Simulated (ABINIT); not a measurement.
MgTiF4:

```
Ti Mg F
1.0
     3.60304    0.00000    0.00000
     0.00000    3.60304    0.00000
     0.00000    0.00000    5.11337
Ti Mg F
1 1 4
Direct
  0.50000 0.50000 0.00000
  0.00000 0.00000 0.50000
  0.00000 0.50000 0.25521
  0.00000 0.50000 0.74479
  0.50000 0.00000 0.74479
  0.50000 0.00000 0.25521
```

The cell comes from a database or a generator and needn't be the stable form of this composition.

- Program: ABINIT 10.8.3 (patched build)
- Task: single point
- Functional: PBE
- Potentials or basis: JTH PAW PBE v2.0
- Cutoff: 626 eV
- k mesh: 7 × 7 × 5
- Occupations: fermi-dirac, width 0.05 eV
- Spin: no spin polarisation

On this cell: pressure -1.3 GPa; largest force 0.324 eV/Å; band gap on the k mesh none (metal or under the smearing width).

The same run follows on a disturbed copy (atoms moved at random, drawn with an rms of 0.05 Å):

```xyz
6
Lattice="3.6030 0.0000 0.0000 0.0000 3.6030 0.0000 0.0000 0.0000 5.1134" Properties=species:S:1:pos:R:3 pbc="T T T"
Ti    1.7909    1.7914   -0.0204
Mg   -0.0403    0.0071    2.5433
F     0.0444    1.7882    1.3167
F    -0.0067    1.8076    3.8223
F     1.8202   -0.0021    3.8182
F     1.7495   -0.0025    1.2921
```

What changes?

The energy (extrapolated to zero smearing) moves by +6.7 meV/atom; pressure -1.0 GPa; largest force 0.601 eV/Å; band gap on the k mesh none (metal or under the smearing width).

Forces in eV/Å, atoms in the order of the input:
```
Ti   0.124  0.040  0.298
Mg   0.098 -0.031 -0.035
F   -0.522  0.062  0.291
F    0.052 -0.026 -0.436
F   -0.130  0.013 -0.485
F    0.377 -0.058  0.367
```

Stress tensor (GPa, compression positive):
```
-2.84 -0.05 -0.15
-0.05 -2.51  0.06
-0.15  0.06  2.21
```

Caveats: semilocal functionals often make such compounds metallic where correlation or magnetic order opens a gap, which also shifts bond lengths.
